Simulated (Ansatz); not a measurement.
# H₂Br (doublet): the correlation ladder at distance Br1–H2 along a hydrogen transfer = 1.321 Å, 6-31G

How much of the correlation energy of H₂Br (doublet) does each wave-function method recover here?

Method: 6-31G, core rule «outside noble gas», up to 14 orbitals frozen; program: Ansatz 0.2.0, Gaussian basis.

To be run: UHF; CCSD(T) on ROHF; CCSD(T) on UHF; BCCD(T) on ROHF; CISD; CCSDT(Q) on ROHF; CCSDT(Q) on UHF; CISDTQ; CCSDTQ on ROHF; CASSCF and MRCISD+Q, 3 electrons in 3 orbitals; CASSCF and NEVPT2, 3 electrons in 3 orbitals; CASSCF and MRCISD+Q, 9 electrons in 6 orbitals; CASSCF and NEVPT4(SD), 9 electrons in 6 orbitals; CASSCF and NEVPT2, 9 electrons in 6 orbitals; Full CI.

9 further runs of the same task are left out: 7 that didn't finish, 2 set aside as unsound or not needed.

## (1) The geometry

The geometry derives from fragments relaxed apart (PBE0/def2-TZVP) and kept rigid, so it is no stationary point. A hydrogen atom is moved between rigid fragments. No spin-orbit coupling is included. The filled d shell of Br may be among the frozen orbitals whatever the setting's name suggests; the logs give the count.

3 atoms, charge 0, spin multiplicity 2.

Atoms are counted from 1 here; the program's logs count them from 0.

Bond lengths: Br1–H2 1.321 Å.

## (2) UHF

File in.yaml:

```yaml
crystal:
  periodic: [false, false, false]
  atoms:
    - {symbol: Br, position_ang: [0.000000, 0.000000, -1.374667]}
    - {symbol: H, position_ang: [0.000000, 0.000000, -0.053667]}
    - {symbol: H, position_ang: [0.000000, 0.000000, 1.428333]}
basis:
  gaussian: {orbitals: 6-31G}
magnetization: {spin_polarized: true, initial_magnetization: 1}
hamiltonian: {xc: hf}
output: {orbitals: {seedname: orbitals}}
```

Started as:

```sh
$ ansatz run in.yaml --threads 1 --pin off --events-out ev --progress --plain --max-ram 2393MiB
```

After this run come: CCSD(T) on ROHF; CCSD(T) on UHF; BCCD(T) on ROHF; CISD; CCSDT(Q) on ROHF; CCSDT(Q) on UHF; CISDTQ; CCSDTQ on ROHF; CASSCF and MRCISD+Q, 3 electrons in 3 orbitals; CASSCF and NEVPT2, 3 electrons in 3 orbitals; CASSCF and MRCISD+Q, 9 electrons in 6 orbitals; CASSCF and NEVPT4(SD), 9 electrons in 6 orbitals; CASSCF and NEVPT2, 9 electrons in 6 orbitals; Full CI.

Q: Predict the results of all the runs planned. Wanted: FCI below the RHF energy; RMP2 from FCI; UMP2 from FCI; RCCSD from FCI; RCCSD(T) from FCI; UCCSD(T) from FCI; RCCSDT(Q) from FCI; UCCSDT(Q) from FCI; NEVPT2 pair from FCI.

As calculated:

| quantity | value |
| --- | --- |
| FCI below the RHF energy | -1.5044 eV |
| RMP2 from FCI | +286.4 meV |
| UMP2 from FCI | +283.0 meV |
| RCCSD from FCI | +17.4 meV |
| RCCSD(T) from FCI | +2.8 meV |
| UCCSD(T) from FCI | +2.8 meV |
| RCCSDT(Q) from FCI | 0.0 meV |
| UCCSDT(Q) from FCI | 0.0 meV |
| NEVPT2 pair from FCI | +168.8 meV |
| MRCISD+Q pair from FCI | +13.2 meV |
| NEVPT2 valence from FCI | +250.0 meV |
| levels within 1 kcal/mol (43 meV) | RCCSD, UCCSD, RCCSD(T), UCCSD(T), BCCD(T), RCCSDT, UCCSDT, CISDTQ, RCCSDT(Q), UCCSDT(Q), RCCSDTQ, MRCISD pair, MRCISD+Q pair, NEVPT4(SD) valence, MRCISD valence, MRCISD+Q valence |
| T1 diagnostic | 0.010 |
| effectively unpaired electrons | 1.01 |

**Reading.** RCCSD(T) lands +2.8 meV from the yardstick (0.2 % of the correlation energy). One determinant dominates. Of the multireference levels listed MRCISD+Q valence comes nearest in total energy (+13.0 meV), which doesn't show that its space is the better one. These misses are within one basis, not against nature; the frozen cores of restricted and unrestricted runs differ, which can shift their rows.
